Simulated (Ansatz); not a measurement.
# GaHOF (doublet): wave-function methods side by side, cc-pVDZ

The task here is to estimate one member of a computed series from the others.

Method: cc-pVDZ, core rule «outside noble gas», up to 16 orbitals frozen; program: Ansatz 0.2.0, Gaussian basis.

The runs, in order: UHF; CCSD(T) on ROHF; CCSD(T) on UHF; BCCD(T) on ROHF; CISD as a restricted active space (open shells left free, so some higher excitations enter); CCSDT(Q) on ROHF; CCSDT(Q) on UHF.

23 further runs of the same task are left out: 5 for a known fault of the program, 5 that didn't finish, 13 set aside as unsound or not needed. Runs told in other sessions of the task aren't counted.

**The system**

The geometry is a PBE0/def2-TZVP stationary point (not a proven minimum). No spin-orbit coupling is included. The filled d shell of Ga may be among the frozen orbitals whatever the setting's name suggests.

4 atoms, charge 0, spin multiplicity 2.

Atoms are counted from 1 here; the program's logs count them from 0.

Bond lengths: F1–Ga2 1.760 Å, Ga2–O3 1.795 Å, O3–H4 0.961 Å. Angles: F1–Ga2–O3 114.8°, Ga2–O3–H4 113.8°.

The first run:

File in.yaml:

```yaml
crystal:
  periodic: [false, false, false]
  atoms:
    - {symbol: F, position_ang: [0.000000, -0.613878, 1.472476]}
    - {symbol: Ga, position_ang: [0.000000, 0.320760, -0.018355]}
    - {symbol: O, position_ang: [0.000000, -0.660347, -1.521903]}
    - {symbol: H, position_ang: [0.000000, -0.135382, -2.326935]}
basis:
  gaussian: {orbitals: cc-pVDZ}
magnetization: {spin_polarized: true, initial_magnetization: 1}
hamiltonian: {xc: hf}
output: {orbitals: {seedname: orbitals}}
```

Launch:

```sh
$ ansatz run in.yaml --threads 1 --pin off --events-out ev --progress --plain --max-ram 2393MiB
```

Steps of the session up to this table: UHF; CCSD(T) on ROHF; CCSD(T) on UHF; BCCD(T) on ROHF; CISD as a restricted active space (open shells left free, so some higher excitations enter); CCSDT(Q) on ROHF; CCSDT(Q) on UHF.

One of the session's tables, all rows but one given; the rest of the session is left out.

It belongs to the step «Misses and costs». 

```
   method  from UCCSDT(Q) (kJ/mol)
     ROHF                  +1178.8
      UHF                  +1173.6
     RMP2                    +48.3
     UMP2                    +47.3
    RCCSD                    +30.5
    UCCSD                    +29.7
 RCCSD(T)                     +6.1
 UCCSD(T)                     +5.5
  BCCD(T)                     +5.6
   RCCSDT                     +4.3
   UCCSDT                        ?
RCCSDT(Q)                     +1.2
UCCSDT(Q)                        0
```

**Question.** Estimate the row for UCCSDT.

The run gave: from UCCSDT(Q) (kJ/mol): +3.7. In the column «from UCCSDT(Q) (kJ/mol)» it lies between RCCSDT(Q) (+1.2) and RCCSDT (+4.3).

Not comparable, so not listed: CISD as a restricted active space (open shells left free, so some higher excitations enter) (they don't share determinant, frozen orbitals or solution with the rows shown, or repeat one).

To keep in mind: Restricted and unrestricted rows rest on different reference determinants; a gap between their highest levels can come from leftover correlation error, from unlike frozen cores or from another state.
